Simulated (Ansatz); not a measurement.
**C₂H₈OSi₂: a ladder of functionals and wavefunction methods**

An exercise on one series of results from a longer session: the logs are not shown, and one member is left open.

Program: Ansatz 0.2.0, Gaussian basis. Level of theory: functionals in def2-TZVPP, the program's frozen cores in correlated methods. These are calculated values, not measurements.

The runs, in order: PBE-D4, r2SCAN-D4, PBE0-D4, B3LYP-D4, ωB97X-V, ωB97M-V, B2PLYP; CCSD(T)/def2-TZVPP; MP2/def2-QZVPP; extrapolation to the limit.

## The geometry

An earlier PBE0-D4 in a triple-zeta def2 set relaxation fixed the geometry.

SMILES `C[SiH]1CO[SiH2]1`, 13 atoms, charge 0, spin multiplicity 1.

Atoms are counted from 1 here; the program's logs count them from 0.

Bond lengths: C1–Si2 1.871 Å, C1–H6 1.093 Å, C1–H7 1.093 Å, C1–H8 1.092 Å, Si2–C3 1.928 Å, Si2–Si5 2.325 Å, Si2–H9 1.491 Å, C3–O4 1.446 Å, C3–H10 1.095 Å, C3–H11 1.094 Å, O4–Si5 1.675 Å, Si5–H12 1.490 Å, Si5–H13 1.492 Å. Angles: Si2–C1–H6 110.7°, Si2–C1–H7 110.8°, Si2–C1–H8 110.8°, H6–C1–H7 107.9°, H6–C1–H8 108.2°, H7–C1–H8 108.4°, C1–Si2–C3 115.9°, C1–Si2–Si5 121.7°, C1–Si2–H9 110.1°, C3–Si2–Si5 71.6°, C3–Si2–H9 113.5°, Si5–Si2–H9 118.7°, Si2–C3–O4 101.3°, Si2–C3–H10 114.1°, Si2–C3–H11 114.5°, O4–C3–H10 109.4°, O4–C3–H11 109.5°, H10–C3–H11 107.8° and more.

The first run:

Input file in.yaml:

```yaml
crystal:
  periodic: [false, false, false]
  atoms:
    - {symbol: C, position_ang: [-2.007867, 0.059172, 0.280573]}
    - {symbol: Si, position_ang: [-0.227926, -0.443031, 0.566617]}
    - {symbol: C, position_ang: [0.795356, -0.857795, -1.013726]}
    - {symbol: O, position_ang: [1.808049, 0.173676, -0.975403]}
    - {symbol: Si, position_ang: [1.516461, 1.085301, 0.398814]}
    - {symbol: H, position_ang: [-2.445827, 0.467689, 1.194321]}
    - {symbol: H, position_ang: [-2.609083, -0.801371, -0.023921]}
    - {symbol: H, position_ang: [-2.075886, 0.820418, -0.499341]}
    - {symbol: H, position_ang: [-0.157212, -1.499526, 1.616184]}
    - {symbol: H, position_ang: [0.228248, -0.776077, -1.947127]}
    - {symbol: H, position_ang: [1.275549, -1.841080, -0.998977]}
    - {symbol: H, position_ang: [2.669122, 1.061314, 1.343314]}
    - {symbol: H, position_ang: [1.251114, 2.516609, 0.073472]}
basis:
  gaussian: {orbitals: def2-TZVPP}
hamiltonian: {xc: pbe, dispersion: d4}
output: {forces: true, orbitals: {seedname: orbitals}}
```

Started as:

```
$ ansatz run in.yaml --threads 4 --pin off --events-out ev --progress --plain --max-ram 10444MiB
```

Among the steps run: PBE-D4 (GGA); r2SCAN-D4 (meta-GGA); PBE0-D4 (hybrid); B3LYP-D4 (hybrid); ωB97X-V (range-separated); ωB97M-V (range-separated); B2PLYP (double hybrid); CCSD(T) in def2-TZVPP; MP2 in def2-QZVPP.

One table of the session follows, with a row left open; its other results are not shown here.

It belongs to the step «Atomisation energies». 

| method | atomisation energy (kJ/mol) |
| --- | --- |
| PBE-D4 | ? |
| r2SCAN-D4 | 4684.8 |
| PBE0-D4 | 4667.3 |
| B3LYP-D4 | 4665.5 |
| ωB97X-V | 4702.4 |
| ωB97M-V | 4685.8 |
| B2PLYP | 4613.1 |
| HF/def2-TZVPP | 3452.1 |
| MP2/def2-TZVPP | 4599.3 |
| CCSD/def2-TZVPP | 4495.1 |
| CCSD(T)/def2-TZVPP | 4556.1 |
| MP2/CBS | 4720.8 |
| CCSD(T)/CBS | 4677.6 |

Q: Estimate the row for PBE-D4 from the others.

The run gave: atomisation energy (kJ/mol): 4722.9. In the column «atomisation energy (kJ/mol)» it is the highest.
